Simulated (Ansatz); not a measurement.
**CH₃BrO₂: one species, many methods**

An exercise on one series of results from a longer session: the logs are not shown, and one member is left open.

Program: Ansatz 0.2.0, Gaussian basis. Level of theory: functionals in def2-TZVPP, the program's frozen cores in correlated methods. These are calculated values, not measurements.

Levels to be run: LDA (SPW92), PBE-D4, revPBE-D4, BLYP-D4, r2SCAN-D4, B97M-V, PBE0-D4, B3LYP-D4, r2SCANh-D4, r2SCAN0-D4, HSE06-D4, BHLYP-D4, CAM-B3LYP-D4, LC-ωPBE, ωB97X-V, ωB97M-V, B2PLYP, PBE-QIDH; CCSD(T)/def2-SVP; CCSD(T)/def2-TZVPP; MP2/def2-QZVPP; extrapolation to the limit; RPA on PBE.

### The relaxed structure

An earlier PBE0-D4 in a triple-zeta def2 set relaxation fixed the geometry.

SMILES `OC(O)Br`, 7 atoms, charge 0, spin multiplicity 1.

Atoms are counted from 1 here; the program's logs count them from 0.

Bond lengths: O1–C2 1.364 Å, O1–H5 0.966 Å, C2–O3 1.380 Å, C2–Br4 1.971 Å, C2–H6 1.090 Å, O3–H7 0.965 Å. Angles: C2–O1–H5 108.3°, O1–C2–O3 113.6°, O1–C2–Br4 112.0°, O1–C2–H6 107.2°, O3–C2–Br4 105.0°, O3–C2–H6 113.7°, Br4–C2–H6 105.0°, C2–O3–H7 107.3°.

Set-up of the first run:

File in.yaml:

```yaml
crystal:
  periodic: [false, false, false]
  atoms:
    - {symbol: O, position_ang: [-0.601431, 0.775717, 0.726936]}
    - {symbol: C, position_ang: [-0.129558, -0.318011, 0.061620]}
    - {symbol: O, position_ang: [1.123122, -0.133547, -0.486890]}
    - {symbol: Br, position_ang: [-1.284342, -0.812102, -1.457011]}
    - {symbol: H, position_ang: [-0.587504, 1.527968, 0.121846]}
    - {symbol: H, position_ang: [-0.188099, -1.163739, 0.747485]}
    - {symbol: H, position_ang: [1.729011, 0.055714, 0.240114]}
basis:
  gaussian: {orbitals: def2-TZVPP}
hamiltonian: {xc: lda}
output: {orbitals: {seedname: orbitals}}
```

Command:

```bash
> ansatz run in.yaml --threads 2 --pin off --events-out ev --progress --plain --max-ram 4352MiB
```

Among the steps run: LDA; PBE-D4 (GGA); revPBE-D4 (GGA); BLYP-D4 (GGA); r2SCAN-D4 (meta-GGA); B97M-V (meta-GGA); B3LYP-D4 (hybrid); r2SCANh-D4 (hybrid); r2SCAN0-D4 (hybrid); HSE06-D4 (hybrid); BHLYP-D4 (hybrid); CAM-B3LYP-D4 (range-separated); LC-ωPBE (range-separated); ωB97X-V (range-separated); ωB97M-V (range-separated); B2PLYP (double hybrid); PBE-QIDH (double hybrid).

One of the session's tables, all rows but one given; the rest of the session is left out.

It belongs to the step «Orbital energies across the functionals». 

```
  functional  HOMO (eV)  gap (eV)
 LDA (SPW92)      -6.82      5.48
      PBE-D4      -6.65      5.55
   revPBE-D4      -6.59      5.58
     BLYP-D4          ?         ?
   r2SCAN-D4      -6.99      6.14
      B97M-V      -7.10      6.34
     PBE0-D4      -8.04      7.98
    B3LYP-D4      -7.78      7.40
  r2SCANh-D4      -7.50      7.03
  r2SCAN0-D4      -8.26      8.35
    HSE06-D4      -7.64      7.19
    BHLYP-D4      -9.26     10.26
CAM-B3LYP-D4      -9.42     10.45
     LC-ωPBE     -10.84     13.15
     ωB97X-V     -10.46     12.65
     ωB97M-V     -10.33     12.36
```

Estimate the missing values for BLYP-D4.

Worked estimate for «HOMO (eV)». Against the share of exact exchange, B3LYP-D4 (0.2, -7.78), BHLYP-D4 (0.5, -9.26) give a slope of -4.93 per unit share; at 0 the line stands at -6.79.

The run gave: HOMO (eV): -6.51; gap (eV): 5.46. In «HOMO (eV)» the line misses by -0.28.
